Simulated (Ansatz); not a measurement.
# AlFH6N2: the cost of one run

All numbers below are computed with Ansatz 0.2.0 (RKS PBE-D4/6-31G*).

### Step 1. The system as given

Bond lengths: Al1–N2 2.270 Å, N2–H3 1.060 Å, N2–H4 1.060 Å, Al1–N5 1.920 Å, N5–H6 1.060 Å, N5–H7 1.060 Å, Al1–F8 1.690 Å. Angles: Al1–N2–H3 120.0°, Al1–N2–H4 120.0°, H3–N2–H4 120.0°, N2–Al1–N5 120.0°, N2–Al1–F8 120.0°, N5–Al1–F8 120.0°, Al1–N5–H6 120.0°, Al1–N5–H7 120.0°, H6–N5–H7 120.0°.

Coordinates:

```xyz
10

Al    0.0000    0.0000    0.0000
N     0.0000    0.0000    2.2700
H    -0.8770   -0.2713    2.8000
H     0.8770    0.2713    2.8000
N     1.6627    0.0000   -0.9600
H     2.1293   -0.9179   -1.2118
H     2.1141    0.9179   -1.2382
F    -1.4635    0.0000   -0.8450
H     0.3912   -1.7212    0.5865
H     0.3071   -1.3511    1.5699
```

### Step 2. Pulling towards end A

Springs on the bonds that form and break draw the guess towards this end; the thresholds are loose.

File input.yaml:

```yaml
crystal:
  periodic: [false, false, false]
  atoms:
    - { symbol: Al, position_ang: [0.0, 0.0, 0.0] }
    - { symbol: "N", position_ang: [0.0, 0.0, 2.27] }
    - { symbol: H, position_ang: [-0.877, -0.2713, 2.8] }
    - { symbol: H, position_ang: [0.877, 0.2713, 2.8] }
    - { symbol: "N", position_ang: [1.6627, 0.0, -0.96] }
    - { symbol: H, position_ang: [2.1293, -0.9179, -1.2118] }
    - { symbol: H, position_ang: [2.1141, 0.9179, -1.2382] }
    - { symbol: F, position_ang: [-1.4635, 0.0, -0.845] }
    - { symbol: H, position_ang: [0.3912, -1.7212, 0.5865] }
    - { symbol: H, position_ang: [0.3071, -1.3511, 1.5699] }
basis:
  gaussian: { orbitals: "6-31G*" }
hamiltonian:
  xc: pbe
  dispersion: d4
relax:
  f_tol: 0.15
  max_steps: 25
  restrain:
    - { distance: [0, 8], at: 2.76, k: 30.0 }
    - { distance: [9, 1], at: 2.26, k: 30.0 }
    - { distance: [0, 1], at: 1.92, k: 30.0 }
    - { distance: [9, 8], at: 0.66, k: 30.0 }
```

Launch:

```bash
$ ansatz run input.yaml --threads 1 --pin off --max-ram 2048MiB --backend cpu --events-out ev --progress --plain --runs-dir out
```

**Question.** How long does this run take on 1 thread of Arm Neoverse V1, shared host, and how much memory does it need?

About 49 s, with a peak of 0.12 GiB.
